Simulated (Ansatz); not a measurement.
# ClHMoOS₂: basis-set convergence

The task here is to estimate one member of a computed series from the others.

Method: one geometry, several basis sets; program: Ansatz 0.2.0, Gaussian basis.

The runs, in order: PBE0-D4/def2-SVP; ωB97M-V/def2-SVP; PBE0-D4/def2-QZVPP; ωB97M-V/def2-QZVPP; the functionals' def2-TZVPP values are taken from earlier runs.

## The geometry

The geometry comes from an earlier relaxation with PBE0-D4 in a triple-zeta def2 set; it is a stationary point. Mo takes the def2 core potential; no spin-orbit term is included.

SMILES `[OH][Mo](=[S])(=[S])[Cl]`, 6 atoms, charge 0, spin multiplicity 1.

Atoms are counted from 1 here; the program's logs count them from 0.

Bond lengths: O1–Mo2 1.852 Å, O1–H6 0.963 Å, Mo2–S3 2.092 Å, Mo2–S4 2.091 Å, Mo2–Cl5 2.241 Å. Angles: Mo2–O1–H6 121.3°, O1–Mo2–S3 108.7°, O1–Mo2–S4 110.1°, O1–Mo2–Cl5 111.3°, S3–Mo2–S4 108.7°, S3–Mo2–Cl5 109.2°, S4–Mo2–Cl5 108.7°.

The first run:

in.yaml

```yaml
crystal:
  periodic: [false, false, false]
  atoms:
    - {symbol: O, position_ang: [-0.785041, 0.577554, 1.154582]}
    - {symbol: Mo, position_ang: [0.307315, -0.128304, -0.163909]}
    - {symbol: S, position_ang: [1.792587, -1.288500, 0.743637]}
    - {symbol: S, position_ang: [-0.808219, -1.347847, -1.445206]}
    - {symbol: Cl, position_ang: [1.274822, 1.491898, -1.373338]}
    - {symbol: H, position_ang: [-1.739365, 0.631199, 1.038033]}
basis:
  gaussian: {orbitals: def2-SVP}
hamiltonian: {xc: pbe0, dispersion: d4}
output: {orbitals: {seedname: orbitals}}
```

Among the steps run: PBE0-D4 in def2-SVP; ωB97M-V in def2-SVP; PBE0-D4 in def2-QZVPP; ωB97M-V in def2-QZVPP.

One table of the session follows, with a row left open; its other results are not shown here.

It belongs to the step «Density functionals: the series». 

```
functional       basis  HOMO (eV)  LUMO (eV)
   PBE0-D4    def2-SVP      -7.56      -3.42
   PBE0-D4  def2-TZVPP      -7.55      -3.45
   PBE0-D4  def2-QZVPP      -7.56      -3.46
   ωB97M-V    def2-SVP      -9.47      -1.39
   ωB97M-V  def2-TZVPP          ?          ?
   ωB97M-V  def2-QZVPP      -9.52      -1.51
```

**Question.** Estimate the row for ωB97M-V, def2-TZVPP.

As computed: HOMO (eV): -9.50; LUMO (eV): -1.49. In the column «HOMO (eV)» it lies between ωB97M-V, def2-QZVPP (-9.52) and ωB97M-V, def2-SVP (-9.47).
